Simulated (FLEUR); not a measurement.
# TiB2 (P6/mmm) in FLEUR: convergence with k mesh

Aim: find how far k mesh must go before the results for TiB2 settle, at PBEsol. This setting moves, with any that are tied to it; all else stays.

All numbers are computed with FLEUR MaX-R8.1 (later development tree); they aren't measurements. Logs are shortened: lines on timing, memory, paths and dates and some standing lists are left out, and cuts for length are marked.

## 1. Starting point

It takes space group P6/mmm (No. 191, hexagonal). Conventional cell: a = 3.029 Å, b = 3.029 Å, c = 3.228 Å, α = 90.00°, β = 90.00°, γ = 120.00°. Ti (site symmetry 6/mmm) has 12 B at 2.38 Å as nearest neighbours. B (site symmetry -6m2) is surrounded by 3 B at 1.75 Å.

## 2. With k mesh 2 × 2 × 2

Contents of inp.xml:

```xml
<?xml version="1.0" encoding="UTF-8" standalone="no"?>
<fleurInput fleurInputVersion="0.39">
   <comment>
      TiB2                                                                                                
   </comment>
   <calculationSetup>
      <cutoffs Kmax="4.74" Gmax="14.7" GmaxXC="14.7" numbands="0"/>
      <scfLoop itmax="60" minDistance="0.00001" maxIterBroyd="15" imix="Anderson" alpha="0.05" precondParam="0.0" spinf="2.0" sdNocoIR="T"/>
      <coreElectrons ctail="T" frcor="F" kcrel="0" coretail_lmax="0"/>
      <xcFunctional name="PBEs" relativisticCorrections="F"/>
      <magnetism jspins="1"/>
      <soc l_soc="F" theta="0.0" phi="0.0" spav="F"/>
      <expertModes spex="0" secvar="F"/>
      <geometryOptimization l_f="T" forcealpha="1.0" forcemix="BFGS" epsdisp="0.0005" epsforce="0.0002"/>
      <ldaU l_linMix="F" mixParam="0.05" spinf="1.0"/>
   </calculationSetup>
   <cell>
      <bzIntegration valenceElectrons="18.0" mode="hist" fermiSmearingEnergy="0.00183747">
         <kPointListSelection listName="default-1"/>
         <!-- k-points included here -->
         <xi:include xmlns:xi="http://www.w3.org/2001/XInclude" href="kpts.xml"> </xi:include>
      </bzIntegration>
      <!-- symmetry operations included here -->
      <xi:include xmlns:xi="http://www.w3.org/2001/XInclude" href="sym.xml"> </xi:include>
      <bulkLattice scale="1.0">
         <bravaisMatrix>
            <row-1>    5.7243583766383193     0.0000000000000000     0.0000000000000000</row-1>
            <row-2>   -2.8621791883191596     4.9574397744522232     0.0000000000000000</row-2>
            <row-3>    0.0000000000000000     0.0000000000000000     6.1007918206586398</row-3>
         </bravaisMatrix>
      </bulkLattice>
   </cell>
   <atomSpecies>
      <species name="Titanium (Ti)" element="Ti" atomicNumber="22">
         <mtSphere radius="2.61" gridPoints="873" logIncrement="0.014"/>
         <atomicCutoffs lmax="10" lnonsphr="10"/>
         <electronConfig flipSpins="F">
            <coreConfig>(1s1/2) (2s1/2) (2p1/2) (2p3/2)</coreConfig>
            <valenceConfig>(3s1/2) (3p1/2) (3p3/2) (4s1/2) (3d3/2) (3d5/2)</valenceConfig>
            <stateOccupation state="(3d3/2)" spinUp="0.400000" spinDown="0.400000"/>
            <stateOccupation state="(3d5/2)" spinUp="0.600000" spinDown="0.600000"/>
         </electronConfig>
         <energyParameters s="4" p="4" d="3" f="4"/>
         <lo type="SCLO" l="0" n="3" eDeriv="0"/>
         <lo type="SCLO" l="1" n="3" eDeriv="0"/>
         <lo type="SCLO" l="1" n="3" eDeriv="1"/>
         <lo type="SCLO" l="2" n="3" eDeriv="2"/>
         <lo type="SCLO" l="3" n="4" eDeriv="2"/>
      </species>
      <species name="Boron (B)" element="B" atomicNumber="5">
         <mtSphere radius="1.52" gridPoints="507" logIncrement="0.02"/>
         <atomicCutoffs lmax="8" lnonsphr="8"/>
         <electronConfig flipSpins="F">
            <coreConfig>(1s1/2)</coreConfig>
            <valenceConfig>(2s1/2) (2p1/2) (2p3/2)</valenceConfig>
            <stateOccupation state="(2p1/2)" spinUp="0.166667" spinDown="0.166667"/>
            <stateOccupation state="(2p3/2)" spinUp="0.333333" spinDown="0.333333"/>
         </electronConfig>
         <energyParameters s="2" p="2" d="3" f="4"/>
         <lo type="SCLO" l="0" n="2" eDeriv="2"/>
         <lo type="SCLO" l="1" n="2" eDeriv="2"/>
         <lo type="SCLO" l="2" n="3" eDeriv="2"/>
      </species>
   </atomSpecies>
   <atomGroups>
      <atomGroup species="Titanium (Ti)">
         <relPos label="                   1">.0000000000 .0000000000 .0000000000</relPos>
         <force calculate="T" relaxXYZ="TTT"/>
      </atomGroup>
      <atomGroup species="Boron (B)">
         <relPos label="                   2">-1.000/3.000 1.000/3.000 1.000/2.000</relPos>
         <relPos label="                   3">1.000/3.000 -1.000/3.000 1.000/2.000</relPos>
         <force calculate="T" relaxXYZ="TTT"/>
      </atomGroup>
   </atomGroups>
   <output dos="F" band="F" slice="F">
      <checks vchk="F" cdinf="F"/>
      <bandDOS minEnergy="-.5*Htr" maxEnergy="0.5*Htr" sigma="0.015" storeEVData="T"/>
      <vacuumDOS vacdos="F" integ="F" star="F" nstars="0" locx1="0.0" locy1="0.0" locx2="0.0" locy2="0.0" nstm="0" tworkf="0.0"/>
      <unfoldingBand unfoldBand="F" supercellX="1" supercellY="1" supercellZ="1"/>
      <plotting iplot="0" polar="F">
         <plot TwoD="T" vec1="  1.0  0.0  0.0" vec2="  0.0  1.0  0.0" vec3="  0.0  0.0  1.0" zero="  0.0  0.0  0.0" file="plot"/>
      </plotting>
      <chargeDensitySlicing numkpt="0" minEigenval="0.0" maxEigenval="0.0" nnne="0" pallst="F"/>
      <specialOutput eonly="F"/>
      <moessbauerParams electricFieldGradient="T" isomerShift="T" coreHyperfine="T" valenceHyperfine="T"/>
      <magneticCircularDichroism mcd="F" energyLo="-10.0" energyUp="0.0"/>
   </output>
  <!-- We include the file relax.xml here to enable relaxations (see documentation) -->
  <xi:include xmlns:xi="http://www.w3.org/2001/XInclude" href="relax.xml"> <xi:fallback/> </xi:include>
</fleurInput>
```

Contents of crystal.txt:

```
TiB2
&input cartesian=F /
3.0292000000  0.0000000000  0.0000000000
-1.5146000000  2.6233641531  0.0000000000
0.0000000000  0.0000000000  3.2284000000
1.8897261246
1.0 1.0 1.0

3
22 0.0000000000  0.0000000000  0.0000000000
5 0.6666666667  0.3333333333  0.5000000000
5 0.3333333333  0.6666666667  0.5000000000

&kpt div1=2 div2=2 div3=2 gamma=T /
```

Potentials or basis: all-electron, FLAPW.

Run with:

```
> inpgen -f crystal.txt -profile fastHighL
> # inp.xml edited to the form shown
> fleur_MPI
```

It took 18 s on 1 thread of Arm Neoverse V2, shared host; peak memory 0.07 GiB.

Results:

* Free energy: -24556.4008 eV
* Band gap on the k mesh: none (metal or under the smearing width)
* Valence electrons inside the program's atomic spheres: Ti 11.29; B 1.44 (radii Ti 2.61, B 1.52 bohr)

## 3. With k mesh 4 × 4 × 3

inp.xml is that of step 2.

Edit crystal.txt of step 2 so:

```diff
@@ -13,2 +13,2 @@
 
-&kpt div1=2 div2=2 div3=2 gamma=T /
+&kpt div1=4 div2=4 div3=3 gamma=T /
```

Potentials or basis: all-electron, FLAPW.

Run with:

```
> inpgen -f crystal.txt -profile fastHighL
> # inp.xml edited to the form shown
> fleur_MPI
```

Wall time 17 s (1 thread of Arm Neoverse V2, shared host); peak memory 0.07 GiB.

What came out:

* Free energy: -24557.0644 eV
* Band gap on the k mesh: none (metal or under the smearing width)
* Valence electrons inside the program's atomic spheres: Ti 11.32; B 1.43 (radii Ti 2.61, B 1.52 bohr)

## 4. With k mesh 6 × 6 × 4

inp.xml is that of step 3.

Edit crystal.txt of step 3 so:

```diff
@@ -13,2 +13,2 @@
 
-&kpt div1=4 div2=4 div3=3 gamma=T /
+&kpt div1=6 div2=6 div3=4 gamma=T /
```

Run with:

```
> inpgen -f crystal.txt -profile fastHighL
> # inp.xml edited to the form shown
> fleur_MPI
```

It took 5.8 s on 1 thread of Arm Neoverse V2, shared host; peak memory 0.07 GiB.

The run did not converge.

## 5. With k mesh 7 × 7 × 6

inp.xml is that of step 4.

Edit crystal.txt of step 4 so:

```diff
@@ -13,2 +13,2 @@
 
-&kpt div1=6 div2=6 div3=4 gamma=T /
+&kpt div1=7 div2=7 div3=6 gamma=T /
```

Run with:

```
> inpgen -f crystal.txt -profile fastHighL
> # inp.xml edited to the form shown
> fleur_MPI
```

Wall time 42 s (1 thread of Arm Neoverse V2, shared host); peak memory 0.07 GiB.

What came out:

- Free energy: -24557.1024 eV
- Band gap on the k mesh: none (metal or under the smearing width)
- Valence electrons inside the program's atomic spheres: Ti 11.32; B 1.43 (radii Ti 2.61, B 1.52 bohr)

## 6. With k mesh 8 × 8 × 7

inp.xml is that of step 5.

Edit crystal.txt of step 5 so:

```diff
@@ -13,2 +13,2 @@
 
-&kpt div1=7 div2=7 div3=6 gamma=T /
+&kpt div1=8 div2=8 div3=7 gamma=T /
```

Potentials or basis: all-electron, FLAPW.

Run with:

```
> inpgen -f crystal.txt -profile fastHighL
> # inp.xml edited to the form shown
> fleur_MPI
```

Run time: 54 s. Hardware: 1 thread of Arm Neoverse V2, shared host; peak memory 0.07 GiB.

What came out:

```yaml
Free_energy: -24557.1125 eV
Band_gap_on_the_k_mesh: none (metal or under the smearing width)
Valence_electrons_inside_the_program's_atomic_spheres: Ti 11.32; B 1.43 (radii Ti 2.61, B 1.52 bohr)
```

## 7. With k mesh 10 × 10 × 8

inp.xml is that of step 6.

Edit crystal.txt of step 6 so:

```diff
@@ -13,2 +13,2 @@
 
-&kpt div1=8 div2=8 div3=7 gamma=T /
+&kpt div1=10 div2=10 div3=8 gamma=T /
```

Run with:

```
> inpgen -f crystal.txt -profile fastHighL
> # inp.xml edited to the form shown
> fleur_MPI
```

Run time: 89 s. Hardware: 1 thread of Arm Neoverse V2, shared host; peak memory 0.07 GiB.

Results:

```yaml
Free_energy: -24557.1007 eV
Band_gap_on_the_k_mesh: none (metal or under the smearing width)
Valence_electrons_inside_the_program's_atomic_spheres: Ti 11.32; B 1.43 (radii Ti 2.61, B 1.52 bohr)
```

## 8. With k mesh 12 × 12 × 10

inp.xml is that of step 7.

Edit crystal.txt of step 7 so:

```diff
@@ -13,2 +13,2 @@
 
-&kpt div1=10 div2=10 div3=8 gamma=T /
+&kpt div1=12 div2=12 div3=10 gamma=T /
```

Run with:

```
> inpgen -f crystal.txt -profile fastHighL
> # inp.xml edited to the form shown
> fleur_MPI
```

Wall time 2.4 min (1 thread of Arm Neoverse V2, shared host); peak memory 0.08 GiB.

Results:

| Item | Value |
| --- | --- |
| Free energy | -24557.1075 eV |
| Band gap on the k mesh | none (metal or under the smearing width) |
| Valence electrons inside the program's atomic spheres | Ti 11.32; B 1.43 (radii Ti 2.61, B 1.52 bohr) |

## 9. With k mesh 15 × 15 × 12

inp.xml is that of step 8.

Edit crystal.txt of step 8 so:

```diff
@@ -13,2 +13,2 @@
 
-&kpt div1=12 div2=12 div3=10 gamma=T /
+&kpt div1=15 div2=15 div3=12 gamma=T /
```

Potentials or basis: all-electron, FLAPW.

Run with:

```
> inpgen -f crystal.txt -profile fastHighL
> # inp.xml edited to the form shown
> fleur_MPI
```

The program printed:

```text
Welcome to FLEUR        (www.flapw.de)
      MaX-Release 8.1          (www.max-centre.eu)

 ========== k-point set info ==========
 Selected k-point list: default-1
 k-point list type: mesh
 15 x 15 x 12
 Number of k points: 189

 ------------Calculation Setup---------------------------
 Number of MPI-tasks      :            1
 Number of PE/node        :            1
 Number of OMP-threads    :            1
 Most efficient MPI parallelization for:
           1           3           7           9          21          27          63         189
 Additional eigenvalue parallelization possible
 Number of basis functions:          432
 Approximate size of matrices (H+S) per k-point:         0.003 GB
 --------------------------------------------------------
Nuclear radius smaller than smallest radial mesh point for atom type 2 -- skipping its core isomer shift
Nuclear radius smaller than smallest radial mesh point for atom type 2 -- skipping its isomer shift
 Iteration:     1   Distance:      20.40593620 me/bohr^3
Nuclear radius smaller than smallest radial mesh point for atom type 2 -- skipping its core isomer shift
Nuclear radius smaller than smallest radial mesh point for atom type 2 -- skipping its isomer shift
 Iteration:     2   Distance:      17.52274472 me/bohr^3
Nuclear radius smaller than smallest radial mesh point for atom type 2 -- skipping its core isomer shift
Nuclear radius smaller than smallest radial mesh point for atom type 2 -- skipping its isomer shift
 Iteration:     3   Distance:       7.76696280 me/bohr^3
Nuclear radius smaller than smallest radial mesh point for atom type 2 -- skipping its core isomer shift
Nuclear radius smaller than smallest radial mesh point for atom type 2 -- skipping its isomer shift
 Iteration:     4   Distance:       7.28639986 me/bohr^3
Nuclear radius smaller than smallest radial mesh point for atom type 2 -- skipping its core isomer shift
Nuclear radius smaller than smallest radial mesh point for atom type 2 -- skipping its isomer shift
 Iteration:     5   Distance:       1.38667242 me/bohr^3
Nuclear radius smaller than smallest radial mesh point for atom type 2 -- skipping its core isomer shift
Nuclear radius smaller than smallest radial mesh point for atom type 2 -- skipping its isomer shift
 Iteration:     6   Distance:       1.00012365 me/bohr^3
Nuclear radius smaller than smallest radial mesh point for atom type 2 -- skipping its core isomer shift
Nuclear radius smaller than smallest radial mesh point for atom type 2 -- skipping its isomer shift
 Iteration:     7   Distance:       0.19038672 me/bohr^3
Nuclear radius smaller than smallest radial mesh point for atom type 2 -- skipping its core isomer shift
Nuclear radius smaller than smallest radial mesh point for atom type 2 -- skipping its isomer shift
 Iteration:     8   Distance:       0.02941988 me/bohr^3
Nuclear radius smaller than smallest radial mesh point for atom type 2 -- skipping its core isomer shift
Nuclear radius smaller than smallest radial mesh point for atom type 2 -- skipping its isomer shift
 Iteration:     9   Distance:       0.01898932 me/bohr^3
Nuclear radius smaller than smallest radial mesh point for atom type 2 -- skipping its core isomer shift
Nuclear radius smaller than smallest radial mesh point for atom type 2 -- skipping its isomer shift
 Iteration:    10   Distance:       0.00281874 me/bohr^3
Nuclear radius smaller than smallest radial mesh point for atom type 2 -- skipping its core isomer shift
Nuclear radius smaller than smallest radial mesh point for atom type 2 -- skipping its isomer shift
 Iteration:    11   Distance:       0.00373092 me/bohr^3
Nuclear radius smaller than smallest radial mesh point for atom type 2 -- skipping its core isomer shift
Nuclear radius smaller than smallest radial mesh point for atom type 2 -- skipping its isomer shift
 Iteration:    12   Distance:       0.00052719 me/bohr^3
Nuclear radius smaller than smallest radial mesh point for atom type 2 -- skipping its core isomer shift
Nuclear radius smaller than smallest radial mesh point for atom type 2 -- skipping its isomer shift
 Iteration:    13   Distance:       0.00037918 me/bohr^3
Nuclear radius smaller than smallest radial mesh point for atom type 2 -- skipping its core isomer shift
Nuclear radius smaller than smallest radial mesh point for atom type 2 -- skipping its isomer shift
 Iteration:    14   Distance:       0.00001183 me/bohr^3
Nuclear radius smaller than smallest radial mesh point for atom type 2 -- skipping its core isomer shift
Nuclear radius smaller than smallest radial mesh point for atom type 2 -- skipping its isomer shift
 Iteration:    15   Distance:       0.00000037 me/bohr^3
Nuclear radius smaller than smallest radial mesh point for atom type 2 -- skipping its core isomer shift
Nuclear radius smaller than smallest radial mesh point for atom type 2 -- skipping its isomer shift

 ********************************************************************
 Run finished successfully
 Stop message:
   Structural relaxation: Done
 ********************************************************************
```

out.xml (last iteration):

```text
<iteration numberForCurrentRun="   16" overallNumber="   16">
         <energyParameters units="Htr">
            <atomicEP atomType="1" spin="1" branch="4s" branchLowest="-1.62" branchHighest="1.81" value="0.2810771907"/>
            <atomicEP atomType="1" spin="1" branch="4p" branchLowest="-0.74" branchHighest="2.26" value="0.3908257464"/>
            <atomicEP atomType="1" spin="1" branch="3d" branchLowest="-9.99" branchHighest="0.64" value="0.4223628532"/>
[... 94 lines left out ...]
         <totalForcesOnRepresentativeAtoms units="Htr/bohr">
            <forceTotal atomType="1" x="0.000000" y="0.000000" z="0.000000" F_x="0.00000000" F_y="0.00000000" F_z="0.00000000"/>
            <forceTotal atomType="2" x="-2.862179" y="1.652480" z="3.050396" F_x="0.00000000" F_y="0.00000000" F_z="0.00000000"/>
         </totalForcesOnRepresentativeAtoms>
      </iteration>
```

Wall time 3.9 min (1 thread of Arm Neoverse V2, shared host); peak memory 0.08 GiB.

What came out:

- Free energy: -24557.1068 eV
- Band gap on the k mesh: none (metal or under the smearing width)
- Valence electrons inside the program's atomic spheres: Ti 11.32; B 1.43 (radii Ti 2.61, B 1.52 bohr)

## 10. Result

```tsv
k mesh	energy less the tightest run, at zero smearing (meV/atom)	SCF cycles	CPU time (s)	peak memory (GiB)
2 × 2 × 2	239.40	23	18	0.07
4 × 4 × 3	15.11	16	17	0.07
6 × 6 × 4	not converged	-	-	-
7 × 7 × 6	1.27	15	42	0.07
8 × 8 × 7	-2.37	16	54	0.07
10 × 10 × 8	2.52	16	89	0.07
12 × 12 × 10	-0.18	16	140	0.08
15 × 15 × 12	0.00	16	230	0.08
```

Against the tightest run, the energy stays within 1 meV/atom from 12 × 12 × 10 on. Meshes of other sizes hit other points, so gaps and Fermi surfaces needn't settle smoothly. The tightest run that finished is the yardstick and may itself not be fully converged.
